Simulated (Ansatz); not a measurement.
Write a Python script for Ansatz 0.2.0, Python API that makes a comparison of norm-conserving and PAW potentials of TcPt, space group R-3m. Settings (first run): PBEsol, PAW, the default cutoff (500 eV here), 14×14×14 k-points, Fermi-Dirac smearing of 0.15 eV.

```
CELL_PARAMETERS angstrom
1.37918 0.79627 4.56285
-1.37918 0.79627 4.56285
0.00000 -1.59254 4.56285
ATOMIC_POSITIONS crystal
Tc 0.50000 0.50000 0.50000
Pt 0.00000 0.00000 0.00000
```

`run_nc_paw.py`
```python
"""Two kinds of potentials on TcPt."""

import ansatz as az
import numpy as np


def count_gap(report):
    # lowest empty less highest filled band, counting bands; zero where they overlap
    return max(report.get("gap_by_band_count_ev") or 0.0, 0.0)

lattice = az.Lattice.of(
    [1.37918, 0.79627, 4.56285],
    [-1.37918, 0.79627, 4.56285],
    [0.0, -1.59254, 4.56285],
)
sites = [
    ("Tc", [0.5, 0.5, 0.5]),
    ("Pt", [0.0, 0.0, 0.0]),
]
cell = az.Crystal(lattice=lattice)
for symbol, position in sites:
    cell = cell.atom(symbol, position)

job = cell.calculation()
job = job.functional("pbesol")
job = job.occupations("fermi_dirac", width=0.15).kpoints(mesh=(14, 14, 14), center="gamma")
job = job.stress().forces()
job = job.band_table()
variants = {
    "PAW": job.pseudopotentials("paw"),
    "norm-conserving": job.pseudopotentials("nc"),
}
# totals differ by the cores that each treatment holds, so compare what does not depend on them
rows = []
for label, variant in variants.items():
    summary = variant.run(threads=1, pin="off").report
    levels = np.array(summary["eigenvalues_ev"][0]) - summary["fermi_energy_ev"]
    print(label, "levels at the first k-point near E_F:", np.round(levels[np.abs(levels) < 5], 3))
    rows.append((label, summary["n_electrons"], np.trace(summary["stress_gpa"]) / 3, count_gap(summary)))
print("     treatment  electrons in bands           P GPa  gap by band count eV")
for row in rows:
    print(f"{str(row[0]):>14s}  {row[1]:18.1f}  {row[2]:14.3f}  {row[3]:20.3f}")
```

```console
$ python run_nc_paw.py
DeckWarning: basis.ecutwfc = 500 eV, auto-derived from the records' recommended cutoffs: set by Tc (normal level)
PAW levels at the first k-point near E_F: [-3.999 -3.999 -3.04  -2.75  -2.75  -0.606 -0.606 -0.14   1.559  1.559]
DeckWarning: basis.ecutwfc = 1142.878222 eV, auto-derived from the records' recommended cutoffs: set by Tc (normal level)
norm-conserving levels at the first k-point near E_F: [-3.994 -3.994 -3.039 -2.747 -2.747 -0.605 -0.605 -0.146  1.557  1.557]
     treatment  electrons in bands           P GPa  gap by band count eV
           PAW                33.0         -11.810                 0.000
norm-conserving                33.0         -11.921                 0.000
```
(Warnings from the package without file and line.)

PAW gives -11.810 GPa and norm-conserving -11.921 GPa, 0.11 GPa apart. They took 12.2 and 53.0 s of processor time.

Notes:
- Total energies depend on the potentials; only differences at equal settings carry meaning. A total without «per atom» is that of the whole cell that was run.
- The smearing is wide enough that free energy and stress hold a thermal part of the electrons.
- A gap by band count of zero or less means overlapping bands, a metal, and at an odd count of electrons it is no gap at all.
- At these settings the cell as given stands under about -12 GPa, so it isn't at this functional's equilibrium volume.
- This cell is a computed structure, which may not be the phase found in nature.
- Gaps and levels are Kohn-Sham values on a finite set of k-points, without spin-orbit coupling.
- Stress is positive in compression.
- Hardware and time: 66 s on 1 thread of Arm Neoverse V2 (shared host), peak memory 0.76 GiB.
